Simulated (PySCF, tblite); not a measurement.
# C4H5N2P: geometry, infrared bands and NMR shifts

Wanted: the infrared bands and NMR shifts of C4H5N2P (`C=Cn1cpcn1`), by calculation.

Programs: tblite 0.8.0 and PySCF 2.14.0, with density-fitted response routines of our own. Each step states its level of theory. These are calculated values for one molecule in the gas phase, unless marked as measured. Atoms count from 0, in the outputs and in this text.

**1. The molecule as given**

12 atoms, charge 0, multiplicity 1; geometry from: force field or distance geometry start.

Bonds of the start (Å): C0–C1 1.34, C1–N2 1.42, N2–C3 1.39, C3–P4 1.83, P4–C5 1.82, C5–N6 1.33, N6–N2 1.37, C0–H7 1.08, C0–H8 1.09, C1–H9 1.08, C3–H10 1.07, C5–H11 1.08.

**2. Optimising the geometry with GFN2-xTB**

Job settings and geometry (Å):

```
{"job": {"kind": "relax", "xc": "GFN2-xTB", "basis": "xTB"}, "charge": 0, "multiplicity": 1}
C     -2.215100    -0.248200     0.353000
C     -1.181000     0.579000     0.176900
N      0.156500     0.161400    -0.022000
C      1.198200     1.069600    -0.201800
P      2.856200     0.343200    -0.451500
C      1.884800    -1.192800    -0.307400
N      0.570600    -1.143700    -0.097300
H     -2.099500    -1.321300     0.338800
H     -3.217000     0.144800     0.515000
H     -1.332200     1.647200     0.215800
H      1.020100     2.125400    -0.166300
H      2.359700    -2.165400    -0.379300
```

On the command line:

```console
$ OMP_NUM_THREADS=1 python probes_run.py task.json out
```

The driver reads the jobs from task.json and runs them one after another.

**Question.** This job is followed by: GFN2-xTB harmonic vibrations, gas phase; GIAO PBE0/pcSseg-1 NMR shielding, non-relativistic, gas phase. Predict these results of the whole session: strongest single infrared mode (GFN2-xTB); zero-point energy (GFN2-xTB); ¹³C shifts against TMS (PBE0/pcSseg-1); ¹H shifts against TMS (PBE0/pcSseg-1); ¹⁵N shifts against NH3 (PBE0/pcSseg-1); ³¹P shifts against H3PO4 (PBE0/pcSseg-1).

As calculated:

```
                                 quantity                             value
strongest single infrared mode (GFN2-xTB)              1338 cm⁻¹, 83 km/mol
             zero-point energy (GFN2-xTB)                     53.7 kcal/mol
   ¹³C shifts against TMS (PBE0/pcSseg-1)    169.1, 165.2, 139.4, 111.7 ppm
    ¹H shifts against TMS (PBE0/pcSseg-1)  8.90, 8.56, 7.21, 6.72, 5.36 ppm
   ¹⁵N shifts against NH3 (PBE0/pcSseg-1)                  361.2, 266.7 ppm
 ³¹P shifts against H3PO4 (PBE0/pcSseg-1)                         114.8 ppm
```

What this shows: The optimisation took 29 steps and gained 0.486 eV; among the close pairs (by a distance rule), C3–P4 changed most, from 1.827 to 1.717 Å. No mode is imaginary among the 30: a minimum at this level. The strongest single mode, at 1338 cm⁻¹, has its largest shares on N2, H9 and N6 (the list is cut at 3 atoms). GFN2-xTB is a fitted tight-binding method: band positions and strengths are rough. Its intensities can rank the bands wrongly. At PBE0/pcSseg-1: The largest span, 566 ppm, is at N6, where the paramagnetic term is -418 ppm. NICS(1)zz of -29 ppm above the planar ring from N2 marks a diatropic (aromatic) ring current.
